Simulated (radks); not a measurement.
# Cr⁴⁺ in [Ar] 3d2: an all-electron calculation

One table from this session's results is given with a row withheld; the runs are named, their logs left out.

Method: non-relativistic Kohn-Sham, r2SCAN, spin-polarised, spherical densities, point nucleus; open shells are filled with parallel spins first. Code: radks (a radial shooting solver on a logarithmic mesh, Libxc functionals) version 1.

## Starting point

- element: chromium (Z = 24)
- charge: +4
- electrons: 20
- configuration: [Ar] 3d2

Outer shells as boxes (Hund's rule):

Cr⁴⁺
```
[Ar] core
3d [↑ ][↑ ][  ][  ][  ]
```

Set-up of the first run:

The run's settings:

```text
Z 24
configuration [Ar] 3d2
relativity non-relativistic
functional r2scan,r2scan
spin polarised
nucleus point
```

Launch:

```console
$ python run_ks.py task.json out
```

All runs below come from this command, one after another.

One table of the session follows, with a row left open; its other results are not shown here.

It belongs to the step «Radial structure». Sizes of the orbitals, from the radial functions (bohr):

```
  level      <r>  outermost maximum (interpolated)  90 % within  nodes
1s down  0.06421                            0.0423        0.114      0
  1s up  0.06421                            0.0423        0.114      0
  2s up   0.2954                             0.246        0.458      1
2s down   0.2950                             0.246        0.457      1
  2p up   0.2610                             0.199        0.428      0
2p down   0.2605                             0.199        0.426      0
  3s up   0.8812                             0.773         1.31      2
3s down        ?                                 ?            ?      ?
  3p up   0.9179                             0.785         1.39      1
3p down   0.9221                             0.787         1.40      1
  3d up    1.009                             0.765         1.64      0
3d down    1.016                             0.770         1.65      0
```

**Question.** Estimate the row for 3s down.

As computed: <r>: 0.8846; outermost maximum (interpolated): 0.775; 90 % within: 1.31; nodes: 2. In the column «<r>» it lies between 3s up (0.8812) and 3p up (0.9179).

Caveats from the session: Open shells are spherical and high-spin; term and fine-structure splittings are not resolved.
